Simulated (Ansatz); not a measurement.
# HfPbO3, space group Pm-3m: a convergence test of the plane-wave cutoff

Computed with the Ansatz DFT code, driven from Python.

Interactive session:
```pycon
>>> from dataclasses import dataclass
>>> import ansatz as az
>>> import pandas as pd
>>> from pymatgen.core import Lattice, Structure
>>> from pymatgen.io.ase import AseAtomsAdaptor
>>> @dataclass(frozen=True)
... class Settings:
...     xc: str = "PBEsol"
...     dispersion: str = "d4"
...     scf_tol: float = 1e-06
...     max_iterations: int = 100
...
>>> cfg = Settings()
>>> pmg_structure = Structure(
...     Lattice([[4.155481, 0.0, 0.0], [0.0, 4.155481, 0.0], [0.0, 0.0, 4.155481]]),
...     ["Hf", "Pb", "O", "O", "O"],
...     [
...         [0.5, 0.5, 0.5],
...         [0.0, 0.0, 0.0],
...         [0.0, 0.5, 0.5],
...         [0.5, 0.0, 0.5],
...         [0.5, 0.5, 0.0],
...     ],
... )
>>> xtal = az.Crystal.from_ase(AseAtomsAdaptor.get_atoms(pmg_structure))
>>> model = (
...     xtal.calculation()
...     .functional(cfg.xc, dispersion=cfg.dispersion)
...     .mixing("anderson")
...     .kpoints(3, shift=0.5)
...     .occupations(az.OccupationsMethod.FIXED)
...     .scf(tolerance=cfg.scf_tol, max_iterations=cfg.max_iterations)
... )
>>> rows = []
>>> for value in [250, 300, 350, 400, 450, 500]:
...     data = model.basis(value).run().report
...     rows.append((value, data["free_energy_ev"] / len(data["lattice"]["sites"]), data["n_iterations"], data["n_pw"]))
...
DeckWarning: basis.ecutwfc = 250 eV is below the records' recommended 420 eV, and the density's cutoff is lower with it unless basis.ecutrho_ratio is high enough to keep the records' density cutoff: compare with a run at a higher cutoff
RunWarning: dispersion: an atom stands within reach of a switch of its C6 between two reference coordination numbers of its element: through that C6 alone, e_disp changes by 0.025 eV or more while [...]
DeckWarning: basis.ecutwfc = 300 eV is below the records' recommended 420 eV, and the density's cutoff is lower with it unless basis.ecutrho_ratio is high enough to keep the records' density cutoff: compare with a run at a higher cutoff
DeckWarning: basis.ecutwfc = 350 eV is below the records' recommended 420 eV, and the density's cutoff is lower with it unless basis.ecutrho_ratio is high enough to keep the records' density cutoff: compare with a run at a higher cutoff
DeckWarning: basis.ecutwfc = 400 eV is below the records' recommended 420 eV, and the density's cutoff is lower with it unless basis.ecutrho_ratio is high enough to keep the records' density cutoff: compare with a run at a higher cutoff
>>> table = pd.DataFrame(rows, columns=["cutoff (eV)", "F/atom (eV)", "iterations", "plane waves"])
>>> table.round(5)
   cutoff (eV)  F/atom (eV)  iterations  plane waves
0          250  -5806.83111           7          619
1          300  -5807.93137           7          847
2          350  -5808.18133           6         1045
3          400  -5808.23047           7         1309
4          450  -5808.23921           7         1551
5          500  -5808.24008           7         1839
>>> for row in rows[:-1]:
...     shift = 1000 * (row[1] - rows[-1][1])
...     print(f"{row[0]}: {shift:+.2f} meV/atom" + ("  (within 1 meV)" if abs(shift) < 1 else ""))
...
250: +1408.97 meV/atom
300: +308.71 meV/atom
350: +58.75 meV/atom
400: +9.61 meV/atom
450: +0.86 meV/atom  (within 1 meV)
```

From 450 eV on it stays within 1 meV an atom of the value at 500 eV; the first row (250 eV) is off by 1409.0 meV and the last but one by 0.86 meV. The energy falls steadily, as expected when plane waves are added.

Caveats:
- No spin polarisation was allowed.
- Energy and stress may still move on a finer k-point mesh.
- Spin-orbit coupling, which matters for elements this heavy, is left out.
- This cell is a computed structure, which may not be the phase found in nature.
- Warnings are shown shortened and without file and line.
- Shifts are counted from the last row, which is itself no proven limit.
- Run time: 5.1 s on 1 thread of Intel(R) Xeon(R) 6975P-C (Granite Rapids) (shared host), peak memory 0.51 GiB.

(Lines on the test bed's own set-up are left out of the output.)
